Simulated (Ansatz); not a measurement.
**CHClFNSi: small, medium and large basis sets**

The task here is to estimate one member of a computed series from the others.

Program: Ansatz 0.2.0, Gaussian basis. Level of theory: one geometry, several basis sets. These are calculated values, not measurements.

The runs, in order: PBE0-D4/def2-SVP; ωB97M-V/def2-SVP; PBE0-D4/def2-QZVPP; ωB97M-V/def2-QZVPP; the functionals' def2-TZVPP values are taken from earlier runs.

## The relaxed structure

The geometry comes from an earlier relaxation with PBE0-D4 in a triple-zeta def2 set; it is a stationary point.

SMILES `FC1=N[SiH]1Cl`, 6 atoms, charge 0, spin multiplicity 1.

Atoms are counted from 1 here; the program's logs count them from 0.

Bond lengths: F1–C2 1.310 Å, C2–N3 1.270 Å, C2–Si4 1.756 Å, N3–Si4 1.775 Å, Si4–Cl5 2.023 Å, Si4–H6 1.469 Å. Angles: F1–C2–N3 128.1°, F1–C2–Si4 162.2°, N3–C2–Si4 69.7°, C2–N3–Si4 68.1°, C2–Si4–N3 42.2°, C2–Si4–Cl5 123.2°, C2–Si4–H6 125.2°, N3–Si4–Cl5 119.8°, N3–Si4–H6 120.9°, Cl5–Si4–H6 109.4°.

Set-up of the first run:

Contents of in.yaml:

```yaml
crystal:
  periodic: [false, false, false]
  atoms:
    - {symbol: F, position_ang: [0.158303, -2.281341, -0.638720]}
    - {symbol: C, position_ang: [0.216569, -1.043678, -0.212130]}
    - {symbol: N, position_ang: [1.240339, -0.391707, 0.161046]}
    - {symbol: Si, position_ang: [-0.233891, 0.593228, 0.234784]}
    - {symbol: Cl, position_ang: [-0.525653, 2.070235, -1.116453]}
    - {symbol: H, position_ang: [-0.813568, 0.989362, 1.525374]}
basis:
  gaussian: {orbitals: def2-SVP}
hamiltonian: {xc: pbe0, dispersion: d4}
output: {orbitals: {seedname: orbitals}}
```

Run with:

```
> ansatz run in.yaml --threads 2 --pin off --events-out ev --progress --plain --max-ram 4352MiB
```

Steps of the session up to this table: PBE0-D4 in def2-SVP; ωB97M-V in def2-SVP; PBE0-D4 in def2-QZVPP; ωB97M-V in def2-QZVPP.

One table of the session follows, with a row left open; its other results are not shown here.

| functional | basis | HOMO (eV) |
| --- | --- | --- |
| PBE0-D4 | def2-SVP | -7.61 |
| PBE0-D4 | def2-TZVPP | -7.71 |
| PBE0-D4 | def2-QZVPP | ? |
| ωB97M-V | def2-SVP | -9.82 |
| ωB97M-V | def2-TZVPP | -9.95 |
| ωB97M-V | def2-QZVPP | -9.99 |

Q: Estimate the row for PBE0-D4, def2-QZVPP from the others.

The run gave: HOMO (eV): -7.75. In the column «HOMO (eV)» it lies between ωB97M-V, def2-SVP (-9.82) and PBE0-D4, def2-TZVPP (-7.71).
